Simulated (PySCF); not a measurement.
**The bond of KMg−, level by level**

One table from this session's results is given with a row withheld; the runs are named, their logs left out.

Method: K aug-pcseg-1, Mg aug-pcseg-1, no relativity; program: PySCF 2.14.0.

4 further runs of the same task are left out: 4 set aside as unsound or not needed.

Set-up of the first run:

Settings of the job:

```yaml
atoms: K, Mg
charge: -1
basis: K aug-pcseg-1, Mg aug-pcseg-1
Hamiltonian: no relativity
basis_functions: 47
electrons_treated: 32
masses_in_u: 38.9637, 23.9850
levels: PBE0, PBE, r²SCAN, PBEsol, B2PLYP, M06, MP2, SCS-MP2, CCSD, CCSD(T)
grid: 80 radial by 434 angular points
occupations: held fixed by the projection of orbital angular momentum
dissociation_limit: K− + Mg, each in its ground configuration
starting_distance_in_angstrom: 3.400
values_of_2S_to_try: 0, 2
```

Run with:

```bash
$ OMP_NUM_THREADS=1 python dia.py task.json out
```

Among the steps run: Set-up; The PBE0 curve of the state that the search chose; PBE; r²SCAN (meta-GGA); PBEsol (GGA); B2PLYP (double hybrid); M06 (hybrid meta-GGA); Adding correlation.

One table of the session follows, with a row left open; its other results are not shown here.

Energy (eV) from each level's lowest point:

```
R (Å)  RHF-MP2  RHF-SCS-MP2  RHF-CCSD  RHF-CCSD(T)    PBE
3.718    0.087        0.106       n/a          n/a  0.046
3.891    0.048        0.065     0.073        0.054  0.017
4.064    0.025        0.039     0.046        0.031  0.004
4.193    0.014        0.025     0.033        0.020  0.000
4.323    0.007        0.016     0.023        0.012  0.000
4.453    0.003        0.010     0.016        0.007  0.004
4.626    0.000        0.005     0.009        0.003  0.012
4.842        ?            ?         ?            ?      ?
5.101    0.002        0.000     0.000        0.000  0.042
5.447    0.008        0.001       n/a          n/a  0.067
```

**Question.** Estimate the row for R (Å) = 4.842.

Worked estimate for «RHF-MP2». A straight line through the neighbours (4.626, 0.000) and (5.101, 0.002) gives 0.000 + (0.002 − 0.000) × (4.842 − 4.626) / (5.101 − 4.626) = 0.001; a parabola fitted to 4 rows on both sides gives 0.000.

As computed: RHF-MP2: 0.000; RHF-SCS-MP2: 0.001; RHF-CCSD: 0.004; RHF-CCSD(T): 0.001; PBE: 0.024. In «RHF-MP2» the line misses by +0.001 and the parabola by 0.000.

To keep in mind: The bond is weak, and basis-set superposition, which was not computed, may be a sizeable part of it.
